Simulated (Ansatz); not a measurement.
# C₂H₈O₂Si: up Jacob's ladder to CCSD(T)

The task here is to estimate one member of a computed series from the others.

Method: functionals in def2-TZVPP, the program's frozen cores in correlated methods; program: Ansatz 0.2.0, Gaussian basis.

The runs, in order: LDA (SPW92), PBE-D4, revPBE-D4, BLYP-D4, r2SCAN-D4, B97M-V, PBE0-D4, B3LYP-D4, r2SCANh-D4, r2SCAN0-D4, HSE06-D4, BHLYP-D4, CAM-B3LYP-D4, LC-ωPBE, ωB97X-V, ωB97M-V, B2PLYP, PBE-QIDH; CCSD(T)/def2-SVP; CCSD(T)/def2-TZVPP; MP2/def2-QZVPP; extrapolation to the limit; RPA on PBE.

### The relaxed structure

All runs share one geometry, relaxed beforehand with PBE0-D4 in a triple-zeta def2 set.

SMILES `CC(O)[SiH2]O`, 13 atoms, charge 0, spin multiplicity 1.

Atoms are counted from 1 here; the program's logs count them from 0.

Bond lengths: C1–C2 1.513 Å, C1–H6 1.093 Å, C1–H7 1.092 Å, C1–H8 1.093 Å, C2–O3 1.442 Å, C2–Si4 1.892 Å, C2–H9 1.099 Å, O3–H10 0.961 Å, Si4–O5 1.647 Å, Si4–H11 1.485 Å, Si4–H12 1.495 Å, O5–H13 0.961 Å. Angles: C2–C1–H6 110.5°, C2–C1–H7 110.5°, C2–C1–H8 111.1°, H6–C1–H7 108.6°, H6–C1–H8 108.1°, H7–C1–H8 108.0°, C1–C2–O3 107.1°, C1–C2–Si4 113.5°, C1–C2–H9 108.9°, O3–C2–Si4 105.8°, O3–C2–H9 109.8°, Si4–C2–H9 111.5°, C2–O3–H10 108.4°, C2–Si4–O5 108.6°, C2–Si4–H11 114.0°, C2–Si4–H12 106.7°, O5–Si4–H11 106.7°, O5–Si4–H12 111.3° and more.

The first run:

The input, in.yaml:

```yaml
crystal:
  periodic: [false, false, false]
  atoms:
    - {symbol: C, position_ang: [-0.989372, 0.568374, 1.101212]}
    - {symbol: C, position_ang: [0.243315, -0.182011, 0.647961]}
    - {symbol: O, position_ang: [1.327269, 0.767951, 0.605306]}
    - {symbol: Si, position_ang: [0.099538, -0.880692, -1.104401]}
    - {symbol: O, position_ang: [-0.122478, 0.371040, -2.152051]}
    - {symbol: H, position_ang: [-0.814806, 1.038937, 2.072049]}
    - {symbol: H, position_ang: [-1.839127, -0.112128, 1.192453]}
    - {symbol: H, position_ang: [-1.257591, 1.350747, 0.387332]}
    - {symbol: H, position_ang: [0.468120, -0.971901, 1.378559]}
    - {symbol: H, position_ang: [2.153917, 0.282786, 0.534937]}
    - {symbol: H, position_ang: [-1.046978, -1.804901, -1.294380]}
    - {symbol: H, position_ang: [1.376762, -1.603936, -1.385818]}
    - {symbol: H, position_ang: [0.421831, 1.140935, -1.968262]}
basis:
  gaussian: {orbitals: def2-TZVPP}
hamiltonian: {xc: lda}
output: {orbitals: {seedname: orbitals}}
```

Started as:

```
$ ansatz run in.yaml --threads 4 --pin off --events-out ev --progress --plain --max-ram 10444MiB
```

Steps of the session up to this table: LDA; PBE-D4 (GGA); revPBE-D4 (GGA); BLYP-D4 (GGA); r2SCAN-D4 (meta-GGA); B97M-V (meta-GGA); B3LYP-D4 (hybrid); r2SCANh-D4 (hybrid); r2SCAN0-D4 (hybrid); HSE06-D4 (hybrid); BHLYP-D4 (hybrid); CAM-B3LYP-D4 (range-separated); LC-ωPBE (range-separated); ωB97X-V (range-separated); ωB97M-V (range-separated); B2PLYP (double hybrid); PBE-QIDH (double hybrid).

One table of the session follows, with a row left open; its other results are not shown here.

It belongs to the step «Frontier levels by functional». 

| functional | HOMO (eV) | LUMO (eV) | gap (eV) |
| --- | --- | --- | --- |
| LDA (SPW92) | -6.03 | -0.80 | 5.23 |
| PBE-D4 | -5.89 | -0.56 | 5.34 |
| revPBE-D4 | -5.83 | -0.44 | 5.39 |
| BLYP-D4 | -5.83 | -0.50 | 5.32 |
| r2SCAN-D4 | -6.17 | -0.06 | 6.11 |
| B97M-V | -6.34 | -0.36 | 5.98 |
| PBE0-D4 | -7.34 | 0.33 | 7.67 |
| B3LYP-D4 | ? | ? | ? |
| r2SCANh-D4 | -6.72 | 0.23 | 6.94 |
| r2SCAN0-D4 | -7.53 | 0.64 | 8.17 |
| HSE06-D4 | -6.93 | -0.05 | 6.89 |
| BHLYP-D4 | -8.75 | 1.10 | 9.84 |
| CAM-B3LYP-D4 | -8.78 | 1.21 | 9.99 |
| LC-ωPBE | -10.08 | 2.49 | 12.57 |
| ωB97X-V | -9.76 | 2.30 | 12.05 |
| ωB97M-V | -9.65 | 1.92 | 11.57 |

Q: Estimate the row for B3LYP-D4 from the others.

Worked estimate for «HOMO (eV)». Against the share of exact exchange, BLYP-D4 (0, -5.83), BHLYP-D4 (0.5, -8.75) give a slope of -5.84 per unit share; at 0.2 the line stands at -7.00.

As computed: HOMO (eV): -7.15; LUMO (eV): 0.04; gap (eV): 7.18. In «HOMO (eV)» the line misses by +0.15.
